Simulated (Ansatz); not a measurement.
# BF2H4N: the cost of one run

All numbers below are computed with Ansatz 0.2.0 (RKS B3LYP/def2-SVP).

1 further run of the same task is left out (it didn't finish).

### Step 1. Starting point

Bond lengths: B1–F3 1.322 Å, B1–F4 1.323 Å, B1–N6 1.802 Å, N6–H7 1.010 Å, N6–H8 1.009 Å. Angles: F3–B1–F4 119.6°, F3–B1–N6 113.2°, F4–B1–N6 113.3°, B1–N6–H7 114.0°, B1–N6–H8 114.4°, H7–N6–H8 110.0°.

Coordinates:

```xyz
8

B    -0.2763   -0.4601   -0.6382
H     0.5569    0.6704   -1.2077
F     0.3110   -1.6326   -0.8081
F    -1.5571   -0.3206   -0.9409
H     0.6396    0.8735   -0.2456
N     0.1828    0.3484    0.9056
H    -0.5980    0.7422    1.4107
H     0.7412   -0.2211    1.5242
```

### Step 2. A restrained relaxation towards end A

Springs on the bonds that form and break draw the guess towards this end; the thresholds are loose.

File input.yaml:

```yaml
crystal:
  periodic: [false, false, false]
  atoms:
    - { symbol: B, position_ang: [-0.2763, -0.4601, -0.6382] }
    - { symbol: H, position_ang: [0.5569, 0.6704, -1.2077] }
    - { symbol: F, position_ang: [0.311, -1.6326, -0.8081] }
    - { symbol: F, position_ang: [-1.5571, -0.3206, -0.9409] }
    - { symbol: H, position_ang: [0.6396, 0.8735, -0.2456] }
    - { symbol: "N", position_ang: [0.1828, 0.3484, 0.9056] }
    - { symbol: H, position_ang: [-0.598, 0.7422, 1.4107] }
    - { symbol: H, position_ang: [0.7412, -0.2211, 1.5242] }
basis:
  gaussian: { orbitals: def2-SVP }
hamiltonian:
  xc: b3lyp
relax:
  f_tol: 0.15
  max_steps: 25
  restrain:
    - { distance: [0, 5], at: 2.85, k: 30.0 }
    - { distance: [4, 1], at: 1.92, k: 30.0 }
    - { distance: [0, 1], at: 1.15, k: 30.0 }
    - { distance: [4, 5], at: 1.02, k: 30.0 }
```

The run is started by

```console
> ansatz run input.yaml --threads 2 --pin off --max-ram 3072MiB --backend cpu --events-out ev --progress --plain --runs-dir out
```

What time and memory should one allow on 2 threads of Arm Neoverse V2, shared host?

About 11 s, with a peak of 0.14 GiB.
